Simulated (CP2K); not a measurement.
Runs of CP2K 2026.2 on MnS. Symmetry: Fm-3m, No. 225, cubic system. Conventional cell: a = 5.209 Å, b = 5.209 Å, c = 5.209 Å, α = 90.00°, β = 90.00°, γ = 90.00°. Mn (site symmetry m-3m) has 6 S at 2.60 Å as nearest neighbours. S (site symmetry m-3m) has 6 Mn at 2.60 Å as nearest neighbours. 

```tsv
task	level	potentials or basis	smearing	EPS_DEFAULT	MIXING METHOD	MIXING ALPHA	NBUFFER	CUTOFF of the grids	gap on the mesh (eV)	pressure (GPa)	moment (μB)
single point	PBEsol	GTH_POTENTIALS Mn GTH-PBE-q15; POTENTIAL_UZH S GTH-PBE-q6; TZVP-MOLOPT-SR-GTH, TZVP-MOLOPT-PBE-GTH basis	fermi-dirac 0.05 eV	1.0E-10	PULAY_MIXING	0.4	6	500 Ry	none	-5.8	(a)
band structure	LDA	GTH_POTENTIALS Mn GTH-PADE-q15, S GTH-PADE-q6; TZVP-MOLOPT-SR-GTH, TZVP-MOLOPT-PBE-GTH basis	fermi-dirac 0.01 eV	1.0E-9	PULAY_MIXING	0.4	6	500 Ry	none	-10.2	4.72
band structure	PBEsol	POTENTIAL_UZH Mn GTH-PBE-q15, S GTH-PBE-q6; TZVP-MOLOPT-PBE-GTH basis	fermi-dirac 0.05 eV	1.0E-9	BROYDEN_MIXING	0.2	10	450 Ry	none	(b)	4.76
band structure	LDA	GTH_POTENTIALS Mn GTH-PADE-q15, S GTH-PADE-q6; TZVP-MOLOPT-PBE-GTH basis	fermi-dirac 0.05 eV	1.0E-10	BROYDEN_MIXING	0.2	10	450 Ry	none	-9.7	4.73
band structure	LDA	GTH_POTENTIALS Mn GTH-PADE-q15, S GTH-PADE-q6; TZVP-MOLOPT-SR-GTH, TZVP-MOLOPT-PBE-GTH basis	fermi-dirac 0.0259 eV	1.0E-9	PULAY_MIXING	0.4	6	500 Ry	none	-10.2	4.72
```

Alike in all rows: spin collinear, ferromagnetic start; cell as given; k mesh 9 × 9 × 9.

Question: Estimate the missing entries.

Answer: (a) 4.77; (b) -5.2.

Caveats: the basis of atomic orbitals isn't converged, which shifts pressures, moduli and gaps; a cell with one magnetic atom can't hold antiferromagnetic order, which such compounds often take; semilocal functionals often make such compounds metallic where correlation or magnetic order opens a gap, which also shifts bond lengths; the potentials were made for another functional, which shifts forces and pressure (some runs).

A k mesh can miss the band edges.

A gap of «none» marks a metal or a gap under the smearing width.

Not every run made on this cell is shown here.
